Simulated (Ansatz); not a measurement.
# Ta2O5: the cost of one run

Method: DFT r2SCAN, scalar-relativistic, plane waves, PAW, in Ansatz 0.2.0.

### 1 Starting point

Symmetry: Pmmn, No. 59, orthorhombic system. Conventional cell: a = 3.841 Å, b = 13.037 Å, c = 3.874 Å, α = 90.00°, β = 90.00°, γ = 90.00°. Ta (site symmetry m) is surrounded by 6 O at 1.88 to 2.21 Å. O (site symmetry m) is surrounded by 3 Ta at 1.99 to 2.21 Å. O (site symmetry m) is surrounded by 2 Ta at 1.88 to 2.00 Å. O (site symmetry mm2) is surrounded by 2 Ta at 1.90 Å.

As a file:

```
CELL_PARAMETERS angstrom
3.84085 0.00000 0.00000
0.00000 13.03732 0.00000
0.00000 0.00000 3.87416
ATOMIC_POSITIONS crystal
Ta 0.00000 0.14580 0.02271
Ta 0.50000 0.35420 0.97729
Ta 0.50000 0.64580 0.97729
Ta 0.00000 0.85420 0.02271
O 0.50000 0.18523 0.00206
O 0.00000 0.31477 0.99794
O 0.00000 0.68523 0.99794
O 0.50000 0.81477 0.00206
O 0.00000 0.85107 0.50765
O 0.50000 0.64893 0.49235
O 0.50000 0.35107 0.49235
O 0.50000 0.50000 0.99500
O 0.00000 0.00000 0.00500
O 0.00000 0.14893 0.50765
```

(A quick probe on a coarse mesh, which set the mesh and smearing, is not shown.)

### 3 Relaxing cell and atoms

Input file input.yaml:

```yaml
crystal:
  lattice:
    - [3.84085413, 0.0, 0.0]
    - [0.0, 13.0373230544, 0.0]
    - [0.0, 0.0, 3.8741645114]
  atoms:
    - { symbol: Ta, position: [0.0, 0.14579693, 0.02271197] }
    - { symbol: Ta, position: [0.5, 0.35420307, 0.97728803] }
    - { symbol: Ta, position: [0.5, 0.64579693, 0.97728803] }
    - { symbol: Ta, position: [0.0, 0.85420307, 0.02271197] }
    - { symbol: O, position: [0.5, 0.18522554, 0.00205837] }
    - { symbol: O, position: [0.0, 0.31477446, 0.99794163] }
    - { symbol: O, position: [0.0, 0.68522554, 0.99794163] }
    - { symbol: O, position: [0.5, 0.81477446, 0.00205837] }
    - { symbol: O, position: [0.0, 0.85107074, 0.50764741] }
    - { symbol: O, position: [0.5, 0.64892926, 0.49235259] }
    - { symbol: O, position: [0.5, 0.35107074, 0.49235259] }
    - { symbol: O, position: [0.5, 0.5, 0.99500122] }
    - { symbol: O, position: [0.0, 0.0, 0.00499878] }
    - { symbol: O, position: [0.0, 0.14892926, 0.50764741] }
basis:
  ecutwfc: 500
kpoints:
  mp_grid: { grid: [6, 2, 6] }
hamiltonian:
  xc: r2scan
scf:
  occupations: { method: gaussian, width: 0.02 }
output:
  forces: true
  stress: true
  eigenvalues: true
relax:
  adjacent_minimum: "off"
  f_tol: 0.01
  max_steps: 80
  cell: { stress_tol: 0.05 }
```

On the command line:

```sh
> ansatz run input.yaml --threads 1 --pin off --max-ram 3072MiB --backend cpu --events-out ev --progress --plain --runs-dir out
```

**Question.** How long does this run take on 1 thread of Arm Neoverse V1, shared host, and how much memory does it need?

About 8.2 min, with a peak of 1 GiB.
